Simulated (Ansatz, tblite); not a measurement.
## A script for BaTlBr$_{3}$ (GFN2-xTB)

These are simulated results from tblite 0.8.0, not measurements. The cell was built from a prototype and was relaxed with r2SCAN in plane waves (Ansatz 0.2.0). It may be hypothetical. All runs are without spin polarisation.

Space group Pm-3m (No. 221), cubic; a = 6.229 Å in the conventional setting, 48.35 Å³ an atom. Tl is surrounded by 12 Br at 4.40 Å; Ba is surrounded by 6 Br at 3.11 Å; Br is surrounded by 2 Ba at 3.11 Å and 4 Tl at 4.40 Å.

tblite solves periodic systems at the zone centre alone, so the script builds a cluster of 2×2×2 conventional cells (40 atoms), which folds in a coarse mesh of k points.

run.py reads:

```python
import json
from ase import Atoms
from ase.build import make_supercell
from ase.units import Bohr, GPa, Hartree
from tblite.interface import Calculator

atoms = Atoms(['Tl', 'Ba', 'Br', 'Br', 'Br'],
              cell=[[6.22938635, 0.0, 0.0], [0.0, 6.22938635, 0.0], [0.0, 0.0, 6.22938635]],
              scaled_positions=[[0.0, 0.0, 0.0], [0.5, 0.5, 0.5], [0.5, 0.5, 0.0], [0.5, 0.0, 0.5], [0.0, 0.5, 0.5]],
              pbc=True)
cluster = make_supercell(atoms, [[2, 0, 0], [0, 2, 0], [0, 0, 2]])
calc = Calculator('GFN2-xTB', cluster.numbers, cluster.positions / Bohr, lattice=cluster.cell[:] / Bohr, periodic=cluster.pbc)
calc.set('temperature', 0.02 / Hartree)
calc.set('max-iter', 150)
res = calc.singlepoint()
levels = res.get('orbital-energies') * Hartree
nv = round(res.get('orbital-occupations').sum() / 2)
cells = len(cluster) // len(atoms)
out = {'energy_per_cell': res.get('energy') * Hartree / cells, 'homo': levels[nv - 1], 'lumo': levels[nv],
       'stress': (-res.get('virial') * Hartree / cluster.get_volume() / GPa).tolist(), 'charges': res.get('charges')[:len(atoms)].tolist(), 'electrons': 2 * nv / cells}
json.dump(out, open('results.json', 'w'))
for key, value in out.items():
    print(key, value)
```

Command: `python run.py`. It took 3 s on 1 thread of Arm Neoverse V1, on a shared host, peak memory 0.1 GiB.

What it printed:

```
------------------------------------------------------------
  cycle        total energy    energy error   density error
------------------------------------------------------------
      1     -110.6431318994  -1.1068865E+02   3.4827688E-01
      2     -115.0084160764  -4.3652842E+00   1.5478738E-01
      3     -115.5548781515  -5.4646208E-01   9.7903056E-02
      4     -115.8164417337  -2.6156358E-01   6.5989603E-02
      5     -115.7451641935   7.1277540E-02   5.1477834E-02
      6     -115.8892990112  -1.4413482E-01   1.7742214E-02
      7     -115.8379211818   5.1377829E-02   3.6043805E-02
      8     -115.9044017423  -6.6480561E-02   3.7062532E-03
      9     -115.9035245878   8.7715455E-04   5.6119736E-03
     10     -115.9042393085  -7.1472071E-04   4.1945049E-03
     11     -115.9051295301  -8.9022165E-04   5.8963926E-04
     12     -115.9051437025  -1.4172356E-05   2.7586404E-04
     13     -115.9051382149   5.4876194E-06   4.2294534E-04
     14     -115.9051476107  -9.3958166E-06   2.5629928E-05
     15     -115.9051476411  -3.0354514E-08   9.6907464E-06
------------------------------------------------------------

 total:                                   2.113 sec
energy_per_cell -394.2424643339873
homo -12.387130502927084
lumo -9.762341915827363
stress [[-3.3111195715850887, 2.402247886531553e-06, 2.4022478865512142e-06], [2.402247886567443e-06, -3.311119571585117, 2.4022478920404506e-06], [2.4022478865093924e-06, 2.402247892015326e-06, -3.311119571585137]]
charges [0.28091458432466754, 0.5149742826046295, -0.26528500411435463, -0.2652850041143378, -0.2652850041143555]
electrons 26.0
```

The cycle table is in hartree for the whole cluster, and the lines after it are in eV (the energy for one cell). The printed stress is in GPa and positive in compression, and the pressure is its mean diagonal.

GFN2-xTB gives a gap of 2.62 eV. On the same cell, plane-wave PBE (Ansatz, 4×4×4 k points and the special points) gives a gap of 2.99 eV and r2SCAN a gap of 3.44 eV; on shared hosts these took about 8.6 and 21 core-seconds on the 5-atom cell, against 3 for the script. Spin-orbit coupling, left out in all these runs, can cut or reorder the gap by tenths of an eV, up to about 1 eV with Pb or Bi. xTB was fitted to molecules, so gaps, charges and pressures of solids can be far off, and the gap also depends on the size of the cluster.

The same script was run on cells scaled at fixed shape and fractional coordinates:

```json
{"volume (Å³/atom)": "42.54", "energy (meV/atom)": "-140.4", "pressure (GPa, positive in compression)": "-4.23", "gap (eV)": "3.45"}
{"volume (Å³/atom)": "45.45", "energy (meV/atom)": "-67.1", "pressure (GPa, positive in compression)": "-3.89", "gap (eV)": "3.00"}
{"volume (Å³/atom)": "48.35", "energy (meV/atom)": "0.0", "pressure (GPa, positive in compression)": "-3.31", "gap (eV)": "2.62"}
{"volume (Å³/atom)": "51.25", "energy (meV/atom)": "60.6", "pressure (GPa, positive in compression)": "-3.18", "gap (eV)": "2.31"}
{"volume (Å³/atom)": "54.15", "energy (meV/atom)": "115.0", "pressure (GPa, positive in compression)": "-2.86", "gap (eV)": "2.05"}
```

The minimum lies beyond the smallest of these volumes.

xTB was fitted mostly to molecules, and a small cluster samples few k points, so gaps, pressures and kinks along a curve can be far from a solid's.

Spin-orbit coupling is left out; in compounds of Pb, Bi, Tl or Hg it can lower a gap by up to about 1 eV, split its edges or invert the bands.
